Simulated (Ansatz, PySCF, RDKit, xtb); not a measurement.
**GaH2SO+: a search for the lowest isomer**

Task: start from the formula GaH2SO+ (charge +1), draw up candidate structures, narrow them down in stages, and characterise the one that lies lowest at 298.15 K.

Plan: many cheap relaxations first (GFN2-xTB), then density-functional screening, relaxation at PBE0-D3(BJ)/def2-SVP, vibrations and a final energy. The numbers are computed, not measured.

7 further runs of the same task are left out: 7 set aside as unsound or not needed.

### 1 Drawing up candidates

All bonding patterns within simple valence rules are listed by program: one Lewis structure each, at most two rings and one unusual centre or charged pair. O–O, O–halogen and N–halogen bonds and N–N–N chains are not drawn. That gives 17 candidates.

c096 O[SH+][Ga] (triplet); c130 [O]1[SH+][GaH]1; c277 S[OH+][Ga] (triplet); c488 [SH2+][O][Ga]; c541 O=[S+][GaH2]; c565 S[OH+][Ga]; c608 O=[SH][GaH+]; c731 [SH2+][O][Ga] (triplet); c733 [OH][Ga+][SH]; c757 [OH+]1[S][GaH]1; c766 S[O][GaH+]; c814 [OH2+][S][Ga] (triplet); c860 [O+]1=[S+][GaH2-]1; c862 S=[O+][GaH2]; c866 O[SH+][Ga]; c947 [OH2+][S][Ga]; c966 O[S][GaH+].

Candidates are built by distance geometry, with a force field where one applies, in up to four conformers (letters a to d). 6 starts with atoms placed at random are added, to find patterns that the rules miss.

Q: Predict the outcome of this search (final energies at CCSD(T)/def2-TZVPP).

| quantity | value |
| --- | --- |
| lowest structure found | [OH][Ga+][SH], singlet, C1 |
| next finalist | S[OH+][Ga], singlet, 19.4 kcal/mol higher in G |
| share at equilibrium, among the finalists | 100.0 % |
| harmonic wavenumbers, lowest and highest (PBE0-D3(BJ)/def2-SVP) | 128 and 3837 cm⁻¹ |
| rotational constants, same geometry | 6.644, 0.08998, 0.08946 cm⁻¹ |
| HOMO energy (PBE0/def2-TZVPD) | -14.02 eV |
| LUMO energy (PBE0/def2-TZVPD) | -8.10 eV |
| HOMO–LUMO gap (PBE0/def2-TZVPD) | 5.92 eV |
| lowest excitation (TD-PBE0/def2-SVPD) | 4.32 eV (f = 0.013) |
| strongest of the states computed, same level | 6.76 eV (f = 0.086) |
| lowest triplet excitation, same level, Tamm-Dancoff | 3.77 eV |
| vertical ionisation energy | 16.42 eV |
| vertical recombination energy (electron added) | 6.12 eV |
| vertical triplet less singlet | +3.99 eV |

`[OH][Ga+][SH]` comes out lowest. Among the finalists first place is clear (19.4 kcal/mol); structures outside the list aren't covered. PBE0-D3(BJ)/def2-SVP, HF/def2-TZVPP and MP2/def2-TZVPP already put its bonding pattern lowest among the structures in one piece. The search is not exhaustive (a finite list of starts, one conformer a finalist), so a lower isomer can't be ruled out.
